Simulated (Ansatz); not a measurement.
# CH5O2Sn: the cost of one run

Method: functionals in def2-TZVPP, the program's frozen cores in correlated methods; program: Ansatz 0.2.0, Gaussian basis.

Levels to be run: PBE-D4, r2SCAN-D4, PBE0-D4, B3LYP-D4, ωB97X-V, ωB97M-V, B2PLYP; CCSD(T)/def2-TZVPP; MP2/def2-QZVPP; extrapolation to the limit.

### Step 1. The relaxed structure

All runs share one geometry, relaxed beforehand with PBE0-D4 in a triple-zeta def2 set. Sn takes the def2 core potential; no spin-orbit term is included.

SMILES `C[O][SnH][OH]`, 9 atoms, charge 0, spin multiplicity 2.

Atoms are counted from 1 here; the program's logs count them from 0.

Bond lengths: C1–O2 1.407 Å, C1–H5 1.096 Å, C1–H6 1.094 Å, C1–H7 1.097 Å, O2–Sn3 1.963 Å, Sn3–O4 1.980 Å, Sn3–H8 1.745 Å, O4–H9 0.960 Å. Angles: O2–C1–H5 112.7°, O2–C1–H6 108.0°, O2–C1–H7 111.4°, H5–C1–H6 108.2°, H5–C1–H7 108.6°, H6–C1–H7 107.8°, C1–O2–Sn3 122.4°, O2–Sn3–O4 100.2°, O2–Sn3–H8 102.4°, O4–Sn3–H8 109.7°, Sn3–O4–H9 114.7°.

### Step 2. PBE-D4 (GGA)

in.yaml

```yaml
crystal:
  periodic: [false, false, false]
  atoms:
    - {symbol: C, position_ang: [0.687551, -1.289169, 0.410937]}
    - {symbol: O, position_ang: [0.822413, 0.061316, 0.781443]}
    - {symbol: Sn, position_ang: [-0.587044, 1.388307, 0.456258]}
    - {symbol: O, position_ang: [-1.186517, 0.830336, -1.346362]}
    - {symbol: H, position_ang: [0.143632, -1.416736, -0.531496]}
    - {symbol: H, position_ang: [1.691207, -1.707522, 0.286214]}
    - {symbol: H, position_ang: [0.177415, -1.869503, 1.189975]}
    - {symbol: H, position_ang: [0.318385, 2.875228, 0.339878]}
    - {symbol: H, position_ang: [-2.067032, 1.127733, -1.586857]}
basis:
  gaussian: {orbitals: def2-TZVPP}
magnetization: {spin_polarized: true, initial_magnetization: 1}
hamiltonian: {xc: pbe, dispersion: d4}
output: {forces: true, orbitals: {seedname: orbitals}}
```

On the command line:

```sh
> ansatz run in.yaml --threads 2 --pin off --events-out ev --progress --plain --max-ram 22528MiB --backend cpu
```

**Question.** How long does this run take on 2 threads of AMD EPYC 7R13, shared host, and how much memory does it need?

About 4 s, with a peak of 0.34 GiB.
